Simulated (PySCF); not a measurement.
# CH₃Cl₃Sn: fields and orbitals

Aim: take CH₃Cl₃Sn and analyse its density (charges, bond critical points, surface potential), see where an electron leaves and enters and measure its response to a uniform field.

Computed with PySCF 2.14.0. Level: levels as typed in each script, gas phase, geometry from GFN2-xTB.

## Step 1: The starting structure

SMILES `C[Sn](Cl)(Cl)Cl`, 8 atoms, charge 0, spin multiplicity 1.

Bond lengths: C1–Sn2 2.218 Å, C1–H6 1.080 Å, C1–H7 1.083 Å, C1–H8 1.084 Å, Sn2–Cl3 2.326 Å, Sn2–Cl4 2.326 Å, Sn2–Cl5 2.326 Å. Angles: Sn2–C1–H6 107.6°, Sn2–C1–H7 107.5°, Sn2–C1–H8 107.4°, H6–C1–H7 111.1°, H6–C1–H8 111.6°, H7–C1–H8 111.3°, C1–Sn2–Cl3 112.5°, C1–Sn2–Cl4 112.4°, C1–Sn2–Cl5 112.4°, Cl3–Sn2–Cl4 106.4°, Cl3–Sn2–Cl5 106.4°, Cl4–Sn2–Cl5 106.4°.

Coordinates:

```
C     0.00571   -0.00244    2.43885
Sn    0.00050    0.00004    0.22057
Cl   -1.21966    1.77217   -0.66304
Cl   -0.92766   -1.94010   -0.66508
Cl    2.14266    0.16880   -0.66924
H     0.59229   -0.84986    2.76317
H     0.45235    0.92924    2.76414
H    -1.02478   -0.08116    2.76615
```

## Step 2: Density, bond paths and surface potential (wB97X/def2-tzvp)

input.py

```python
import numpy as np
from pyscf import gto, scf, dft
from pyscf.scf import atom_ks, atom_hf
from scipy.linalg import block_diag

def solve(mol, dm0=None, hcore=None):
    mf = (dft.UKS if mol.spin else dft.RKS)(mol, xc='wb97x')
    mf.grids.level = 3
    mf = mf.density_fit(auxbasis='def2-universal-jkfit')
    mf.conv_tol, mf.max_cycle = 1e-8, 80
    if hcore is not None:
        mf.get_hcore = lambda *args: hcore
    mf.kernel(dm0)
    if not mf.converged:
        mf = mf.newton().run(mf.mo_coeff, mf.mo_occ, max_cycle=30)
    assert mf.converged, 'SCF not converged'
    return mf

mol = gto.M(atom='''
C      0.00571    -0.00244     2.43885
Sn     0.00050     0.00004     0.22057
Cl    -1.21966     1.77217    -0.66304
Cl    -0.92766    -1.94010    -0.66508
Cl     2.14266     0.16880    -0.66924
H      0.59229    -0.84986     2.76317
H      0.45235     0.92924     2.76414
H     -1.02478    -0.08116     2.76615
''', basis='def2-tzvp', ecp={'Sn': 'def2-tzvp'}, charge=0, spin=0, verbose=4)
mf = solve(mol)
mf.analyze()
# spherically averaged free atoms, for the promolecule
atom_ks.AtomSphAverageRKS.init_guess_by_vsap = lambda self, mol=None: self.init_guess_by_minao(mol)  # core potentials
atm = atom_ks.get_atm_nrks(mol, xc='wb97x')
pro = block_diag(*[(atm[a[0]][2] * atm[a[0]][3]) @ atm[a[0]][2].T for a in mol._atom])
np.savez('result.npz', e=mf.e_tot, c=mf.mo_coeff, occ=mf.mo_occ, eps=mf.mo_energy, pro=pro, dip=mf.dip_moment(verbose=0), s2=mf.spin_square()[0])
```

Command:

```
$ OMP_NUM_THREADS=1 python input.py
```

## Step 4: Removing and adding an electron (wB97X/def2-tzvp)

input.py

```python
import numpy as np
from pyscf import gto, scf, dft
from pyscf.scf import atom_ks, atom_hf
from scipy.linalg import block_diag

def solve(mol, dm0=None, hcore=None):
    mf = (dft.UKS if mol.spin else dft.RKS)(mol, xc='wb97x')
    mf.grids.level = 3
    mf = mf.density_fit(auxbasis='def2-universal-jkfit')
    mf.conv_tol, mf.max_cycle = 1e-8, 80
    if hcore is not None:
        mf.get_hcore = lambda *args: hcore
    mf.kernel(dm0)
    if not mf.converged:
        mf = mf.newton().run(mf.mo_coeff, mf.mo_occ, max_cycle=30)
    assert mf.converged, 'SCF not converged'
    return mf

mol = gto.M(atom='''
C      0.00571    -0.00244     2.43885
Sn     0.00050     0.00004     0.22057
Cl    -1.21966     1.77217    -0.66304
Cl    -0.92766    -1.94010    -0.66508
Cl     2.14266     0.16880    -0.66924
H      0.59229    -0.84986     2.76317
H      0.45235     0.92924     2.76414
H     -1.02478    -0.08116     2.76615
''', basis='def2-tzvp', ecp={'Sn': 'def2-tzvp'}, charge=0, spin=0, verbose=4)
mf = solve(mol)
out = dict(e0=mf.e_tot, dm0=mf.make_rdm1(), c=mf.mo_coeff, occ=mf.mo_occ, eps=mf.mo_energy)
for name, dq, spin in [('cation', 1, 1)]:
    ion = mol.copy().set(charge=mol.charge + dq, spin=spin).build()
    mi = solve(ion)
    if spin and dq > 0 and mol.nao < 130:
        c, _, stable, _ = mi.stability(return_status=True)
        if not stable:
            mi = solve(ion, mi.make_rdm1(c, mi.mo_occ))
    print(name, 'vertical energy change / eV', (mi.e_tot - mf.e_tot) * 27.211386)
    out.update({'e_' + name: mi.e_tot, 'dm_' + name: mi.make_rdm1(), 's2_' + name: mi.spin_square()[0], 'eps_' + name: mi.mo_energy, 'occ_' + name: mi.mo_occ})
# spherically averaged free atoms, for the promolecule
atom_ks.AtomSphAverageRKS.init_guess_by_vsap = lambda self, mol=None: self.init_guess_by_minao(mol)  # core potentials
atm = atom_ks.get_atm_nrks(mol, xc='wb97x')
pro = block_diag(*[(atm[a[0]][2] * atm[a[0]][3]) @ atm[a[0]][2].T for a in mol._atom])
np.savez('result.npz', pro=pro, **out)
```

## Step 6: Response to an electric field (wB97X/def2-tzvp)

input.py: that of step 4 with these lines changed.

```diff
@@ -28,13 +28,10 @@
 ''', basis='def2-tzvp', ecp={'Sn': 'def2-tzvp'}, charge=0, spin=0, verbose=4)
+field = np.array([0.004, 0.0, 0.0])  # atomic units
+mol.set_common_orig(mol.atom_charges() @ mol.atom_coords() / mol.atom_charges().sum())
 mf = solve(mol)
-out = dict(e0=mf.e_tot, dm0=mf.make_rdm1(), c=mf.mo_coeff, occ=mf.mo_occ, eps=mf.mo_energy)
-for name, dq, spin in [('cation', 1, 1)]:
-    ion = mol.copy().set(charge=mol.charge + dq, spin=spin).build()
-    mi = solve(ion)
-    if spin and dq > 0 and mol.nao < 130:
-        c, _, stable, _ = mi.stability(return_status=True)
-        if not stable:
-            mi = solve(ion, mi.make_rdm1(c, mi.mo_occ))
-    print(name, 'vertical energy change / eV', (mi.e_tot - mf.e_tot) * 27.211386)
-    out.update({'e_' + name: mi.e_tot, 'dm_' + name: mi.make_rdm1(), 's2_' + name: mi.spin_square()[0], 'eps_' + name: mi.mo_energy, 'occ_' + name: mi.mo_occ})
+out = dict(dm0=mf.make_rdm1(), d0=mf.dip_moment(unit='AU'), e0=mf.e_tot)
+for name, sign in (('p', 1), ('m', -1)):
+    h = mf.get_hcore() + sign * np.einsum('x,xij->ij', field, mol.intor('int1e_r'))
+    mi = solve(mol, mf.make_rdm1(), h)
+    out.update({'dm' + name: mi.make_rdm1(), 'd' + name: mi.dip_moment(unit='AU'), 'e' + name: mi.e_tot})
 # spherically averaged free atoms, for the promolecule
```

(Steps that only read results are left out.)

Q: Predict the outcome of this session. Wanted: dipole moment; HOMO, LUMO; vertical ionisation energy; polarisability along the field.

As calculated:

| quantity | value |
| --- | --- |
| dipole moment (wB97X/def2-tzvp) | 3.51 D |
| HOMO, LUMO (wB97X/def2-tzvp) | -11.31, -0.26 eV |
| vertical ionisation energy (wB97X/def2-tzvp) | 11.19 eV |
| polarisability along the field (wB97X/def2-tzvp) | 84.8 bohr³ |

At wB97X/def2-tzvp: The highest Hirshfeld charge is on Sn2 (+0.57 e), the lowest on C1 (−0.19 e). The ionisation energy from two SCF runs, 11.19 eV, lies 0.1 eV below −ε(HOMO) = 11.31 eV of the same level, wB97X/def2-tzvp. The geometry was not optimised at these levels.
